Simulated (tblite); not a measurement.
# C4H5NOSi: the cost of one run

Programs: tblite 0.8.0 and PySCF 2.14.0, with density-fitted response routines of our own. Each step states its level of theory. These are calculated values for one molecule in the gas phase, unless marked as measured. Atoms count from 0, in the outputs and in this text.

### Step 1. The starting structure

12 atoms, charge 0, multiplicity 1; geometry from: force field or distance geometry start.

Bonds of the start (Å): C0–C1 1.35, C1–Si2 1.84, Si2–C3 1.88, C3–N4 1.17, Si2–C5 1.89, C5–O6 1.22, C0–H7 1.08, C0–H8 1.09, C1–H9 1.08, Si2–H10 1.50, C5–H11 1.10.

### Step 2. Geometry optimisation with GFN2-xTB

Job settings and geometry (Å):

```
{"job": {"kind": "relax", "xc": "GFN2-xTB", "basis": "xTB"}, "charge": 0, "multiplicity": 1}
C      2.239000     0.215900     0.327000
C      1.136200    -0.345000    -0.216800
Si    -0.575700     0.339100    -0.209500
C     -1.162600     0.798100     1.521600
N     -1.541900     1.063300     2.601000
C     -1.840300    -0.843500    -0.979200
O     -1.456500    -1.661800    -1.803900
H      3.201800    -0.274300     0.271500
H      2.214100     1.176400     0.837200
H      1.213200    -1.311300    -0.704100
H     -0.542800     1.590000    -1.029200
H     -2.883500    -0.747500    -0.641700
```

Launch:

```console
OMP_NUM_THREADS=1 python probes_run.py task.json out
```

This one command runs all jobs of the session in turn.

Q: Estimate the wall time and peak memory of this first job on 1 thread of Intel Xeon at 2.50GHz, shared host.

About 1.1 s, with a peak of 0.18 GiB.
